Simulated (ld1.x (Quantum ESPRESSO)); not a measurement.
# Ti: two inputs for an ultrasoft potential

Aim: run the settings below and read what the generator makes of them, then set beside them a closely related input and test what it gives.

Program: ld1.x (Quantum ESPRESSO) 7.5. Reference atom: BLYP, scalar-relativistic, spherical and spin-unpolarised. All values are calculated.

2 further runs of the same task are left out: 2 that didn't finish.

### Step 1. The design

The settings as typed:

| Item | Value |
| --- | --- |
| element | titanium (Ti, Z = 22) |
| type | ultrasoft |
| frozen core | [Ne] |
| valence charge | 12 |
| reference configuration | 3s2 3p6 3d2.5 4s1.5 4p0 |
| partial waves | 3s (bound): rcut 1.32, rcutus 1.72 bohr; 4s (bound): rcut 1.32, rcutus 1.72 bohr; 3p (bound): rcut 1.46, rcutus 1.62 bohr; 4p (bound, empty): rcut 1.46, rcutus 1.62 bohr; 3d (bound): rcut 1.62, rcutus 1.76 bohr; 3d channel at 0.1 Ry: rcut 1.62, rcutus 1.76 bohr |
| local potential | all-electron potential smoothed inside 1.28 bohr (lloc = -1) |
| core correction | not asked for |
| augmentation charge | PSQ, inside the norm-conserving radii |

The nodes and maxima of the atom's own shells, from an earlier all-electron run, set the scale for the radii.

All-electron outer shells of the reference configuration (BLYP, scalar-relativistic, ld1.x):

```csv
shell,level (eV),outermost node (bohr),outermost maximum (bohr)
2s,-534.70,0.09,0.27
2p,-442.26,–,0.22
3s,-60.46,0.40,0.87
3p,-36.84,0.37,0.90
4s,-3.94,1.25,2.96
3d,-2.78,–,1.00
4p,-1.16,1.40,4.04
```

### Step 2. The first input

File Ti.in:

```
 &input
   title='Ti', zed=22., rel=1, dft='BLYP', iswitch=3,
   config='[Ar] 3d2.5 4s1.5 4p0',
   nld=3, rlderiv=1.90, eminld=-6.0, emaxld=5.0, deld=0.02
 /
 &inputp
   pseudotype=3, tm=.true., lloc=-1, rcloc=1.28,
   nlcc=.false.,
   which_augfun='PSQ', rmatch_augfun_nc=.true.,
   file_pseudopw='Ti.UPF', file_wfcaegen='ae.wfc', file_wfcncgen='nc.wfc', file_beta='beta', file_chi='chi', file_wfcusgen='us.wfc'
 /
6
3S  1  0   2.00   0.00  1.32  1.72  0.0
4S  2  0   1.50   0.00  1.32  1.72  0.0
3P  2  1   6.00   0.00  1.46  1.62  0.0
4P  3  1   0.00   0.00  1.46  1.62  0.0
3D  3  2   2.50   0.00  1.62  1.76  0.0
3D  3  2   0.00   0.10  1.62  1.76  0.0
 &test
   configts(1)='3s2 3p6 3d2.5 4s1.5 4p0'
 /
```

On the command line:

```sh
$ ld1.x < Ti.in > Ti.out
```

Output in Ti.out (without the banner and most projector matrices):

```text
[... the first 43 lines are left out ...]
     ------------------------ End of All-electron run ------------------------

     --------------------- Generating US pseudopotential ---------------------

      Generating local potential from pseudized AE potential:
      Matching radius rcloc =   1.2800

      Local pseudo, rcloc= 1.296 Estimated cut-off energy=    14.71 Ry
      Wfc-us  3S rcutus= 1.706  Estimated cut-off energy=    18.66 Ry
      Wfc-us  4S rcutus= 1.706  Estimated cut-off energy=    38.26 Ry
      Wfc-us  3P rcutus= 1.622  Estimated cut-off energy=    31.44 Ry
      Wfc-us  4P rcutus= 1.622  Estimated cut-off energy=    56.28 Ry
      Wfc-us  3D rcutus= 1.749  Estimated cut-off energy=    37.28 Ry
      Wfc-us  3D rcutus= 1.749  Estimated cut-off energy=    38.87 Ry

     Q pseudized with Bessel functions
     Expected ecutrho=     167.2384 due to l1=  1   l2=  2

 %%%%%%%%%%%%%%%%%%%%%%%%%%%%%%%%%%%%%%%%%%%%%%%%%%%%%%%%%%%%%%%%%%%%%%%%%%%%%%
     Error in routine chargeps (1):
     negative rho
 %%%%%%%%%%%%%%%%%%%%%%%%%%%%%%%%%%%%%%%%%%%%%%%%%%%%%%%%%%%%%%%%%%%%%%%%%%%%%%

     stopping ...
```

Run time: 0.13 s. Hardware: 1 thread, shared host.

### Step 3. Diagnosis

The generator stops with "chargeps: negative rho". The reason: the spherical valence density built from the smooth waves and the augmentation charge turned negative at some radius.

The second input is set otherwise in this: all radii scaled by 0.93 (s 1.60, p 1.50, d 1.64 bohr); local potential all-electron potential smoothed inside 1.18 bohr (lloc = -1).

### Step 4. The second input

File Ti.in:

```
 &input
   title='Ti', zed=22., rel=1, dft='BLYP', iswitch=3,
   config='[Ar] 3d2.5 4s1.5 4p0',
   nld=3, rlderiv=1.80, eminld=-6.0, emaxld=5.0, deld=0.02
 /
 &inputp
   pseudotype=3, tm=.true., lloc=-1, rcloc=1.18,
   nlcc=.false.,
   which_augfun='PSQ', rmatch_augfun_nc=.true.,
   file_pseudopw='Ti.UPF', file_wfcaegen='ae.wfc', file_wfcncgen='nc.wfc', file_beta='beta', file_chi='chi', file_wfcusgen='us.wfc'
 /
6
3S  1  0   2.00   0.00  1.24  1.60  0.0
4S  2  0   1.50   0.00  1.24  1.60  0.0
3P  2  1   6.00   0.00  1.36  1.50  0.0
4P  3  1   0.00   0.00  1.36  1.50  0.0
3D  3  2   2.50   0.00  1.50  1.64  0.0
3D  3  2   0.00   0.10  1.50  1.64  0.0
 &test
   configts(1)='3s2 3p6 3d2.5 4s1.5 4p0'
 /
```

On the command line:

```sh
$ ld1.x < Ti.in > Ti.out
```

The output, Ti.out (without the banner and most projector matrices):

```text
     Program LD1 v.7.5
     --------------------------- All-electron run ----------------------------

     Ti
     scalar relativistic calculation

     atomic number is 22.00
     dft =BLYP   lsd =0 sic =0 latt =0  beta=0.20 tr2=1.0E-14
     Exchange-correlation= BLYP
                           (   1   3   1   3   0   0   0)
     mesh =1177 r(mesh) = 100.37945 a.u. xmin = -7.00 dx = 0.01250
     1 Ry =  13.60569312 eV, c = 137.03599908

     n l     nl                  e(Ry)          e(Ha)          e(eV)
     1 0     1S 1( 2.00)      -357.8617      -178.9309     -4868.9565
     2 0     2S 1( 2.00)       -39.2998       -19.6499      -534.7005
     2 1     2P 1( 6.00)       -32.5056       -16.2528      -442.2609
     3 0     3S 1( 2.00)        -4.4435        -2.2217       -60.4564
     3 1     3P 1( 6.00)        -2.7077        -1.3538       -36.8397
     3 2     3D 1( 2.50)        -0.2041        -0.1021        -2.7775
     4 0     4S 1( 1.50)        -0.2897        -0.1449        -3.9421
     4 1     4P 1( 0.00)        -0.0849        -0.0424        -1.1545

     final scf error:  8.7E-15 reached in  36 iterations

     Etot =   -1707.642606 Ry,    -853.821303 Ha,  -23233.661262 eV

     Ekin =    1722.107657 Ry,     861.053828 Ha,   23430.468302 eV
     Encl =   -4062.013821 Ry,   -2031.006910 Ha,  -55266.513509 eV
     Eh   =     716.799260 Ry,     358.399630 Ha,    9752.550757 eV
     Exc  =     -84.535701 Ry,     -42.267851 Ha,   -1150.166811 eV

     normalization and overlap integrals

     s(1S/1S) =  1.000000  <r> =   0.0696  <r2> =    0.0065  r(max) =   0.0455
     s(2S/2S) =  1.000000  <r> =   0.3250  <r2> =    0.1250  r(max) =   0.2682
     s(2P/2P) =  1.000000  <r> =   0.2899  <r2> =    0.1037  r(max) =   0.2196
     s(3S/3S) =  1.000000  <r> =   1.0105  <r2> =    1.1799  r(max) =   0.8685
     s(3P/3P) =  1.000000  <r> =   1.0935  <r2> =    1.4135  r(max) =   0.9016
     s(3D/3D) =  1.000000  <r> =   1.7696  <r2> =    4.4276  r(max) =   0.9965
     s(4S/4S) =  1.000000  <r> =   3.6280  <r2> =   15.2800  r(max) =   2.9564
     s(4P/4P) =  1.000000  <r> =   5.2892  <r2> =   33.4119  r(max) =   4.0409

     ------------------------ End of All-electron run ------------------------

     --------------------- Generating US pseudopotential ---------------------

      Generating local potential from pseudized AE potential:
      Matching radius rcloc =   1.1800

      Local pseudo, rcloc= 1.172 Estimated cut-off energy=    17.93 Ry
      Wfc-us  3S rcutus= 1.582  Estimated cut-off energy=    21.29 Ry
      Wfc-us  4S rcutus= 1.582  Estimated cut-off energy=    42.87 Ry
      Wfc-us  3P rcutus= 1.505  Estimated cut-off energy=    36.11 Ry
      Wfc-us  4P rcutus= 1.505  Estimated cut-off energy=    59.94 Ry
      Wfc-us  3D rcutus= 1.622  Estimated cut-off energy=    43.17 Ry
      Wfc-us  3D rcutus= 1.622  Estimated cut-off energy=    44.53 Ry

     Q pseudized with Bessel functions
     Expected ecutrho=     198.0447 due to l1=  1   l2=  2

     ------------------- End of pseudopotential generation -------------------

     [... the all-electron block is printed once more ...]


     Computing logarithmic derivative in   1.80440
     Message from routine run_pseudo:
     Warning: convergence not achieved
     Computing logarithmic derivative in   1.80440
     Computing the partial wave expansion
     R is outside the sphere for l=    0 j= 0.00
     R is outside the sphere for l=    0 j= 0.00
     R is outside the sphere for l=    1 j= 0.00
     R is outside the sphere for l=    1 j= 0.00
     R is outside the sphere for l=    2 j= 0.00
     R is outside the sphere for l=    2 j= 0.00

     ---------------------- Testing the pseudopotential ----------------------

     Ti
     scalar relativistic calculation

     atomic number is 22.00   valence charge is 12.00
     dft =BLYP   lsd =0 sic =0 latt =0  beta=0.20 tr2=1.0E-14
     mesh =1177 r(mesh) = 100.37945 xmin = -7.00 dx = 0.01250

     n l     nl             e AE (Ry)        e PS (Ry)    De AE-PS (Ry)
     1 0     3S   1( 2.00)       -4.44346       -4.44344       -0.00003
     2 1     3P   1( 6.00)       -2.70767       -2.70765       -0.00002
     3 2     3D   1( 2.50)       -0.20414       -0.20413       -0.00001
     2 0     4S   1( 1.50)       -0.28974       -0.28974       -0.00000
     3 1     4P   1( 0.00)       -0.08485       -0.08485       -0.00000

     eps = 1.5E-12  iter =201

     Etot =   -1707.642606 Ry,    -853.821303 Ha,  -23233.661262 eV
     Etotps =  -116.748438 Ry,     -58.374219 Ha,   -1588.443421 eV

     Ekin =      42.147813 Ry,      21.073906 Ha,     573.450209 eV
     Encl =    -258.541281 Ry,    -129.270640 Ha,   -3517.633326 eV
     Ehrt =      94.869674 Ry,      47.434837 Ha,    1290.767668 eV
     Ecxc =     -14.136979 Ry,      -7.068489 Ha,    -192.343393 eV
     Epseu=      18.912335 Ry,       9.456167 Ha,     257.315421 eV

     ---------------------- End of pseudopotential test ----------------------
```

Wall time 6 s (1 thread, shared host). This counts the later configuration tests of the new file too.

All-electron and pseudo partial waves u(r) = r·R(r), from the program's wave files:

```csv
r (bohr),4s AE,4s PS,3d AE,3d PS
0.082,-0.0189,-0.1041,0.0183,0.0010
0.164,0.1237,-0.2017,0.0897,0.0081
0.246,0.1446,-0.2869,0.1951,0.0264
0.328,0.0758,-0.3550,0.3097,0.0595
0.410,-0.0252,-0.4026,0.4175,0.1088
0.492,-0.1209,-0.4281,0.5104,0.1733
0.574,-0.1933,-0.4318,0.5858,0.2500
0.656,-0.2369,-0.4151,0.6439,0.3340
0.738,-0.2527,-0.3811,0.6857,0.4194
0.820,-0.2446,-0.3334,0.7129,0.5001
0.902,-0.2178,-0.2761,0.7279,0.5707
0.984,-0.1773,-0.2130,0.7331,0.6269
1.066,-0.1276,-0.1473,0.7308,0.6664
1.148,-0.0724,-0.0818,0.7227,0.6890
1.230,-0.0146,-0.0181,0.7105,0.6962
1.312,0.0437,0.0430,0.6953,0.6913
1.394,0.1009,0.1010,0.6780,0.6778
1.476,0.1559,0.1560,0.6592,0.6596
1.558,0.2079,0.2079,0.6397,0.6397
1.640,0.2565,0.2565,0.6196,0.6196
1.722,0.3013,0.3013,0.5995,0.5995
1.804,0.3423,0.3423,0.5794,0.5794
1.886,0.3793,0.3793,0.5595,0.5595
1.968,0.4125,0.4125,0.5400,0.5400
2.050,0.4420,0.4420,0.5209,0.5209
2.132,0.4679,0.4679,0.5023,0.5023
```

(Part 1 of 2 ends here.)
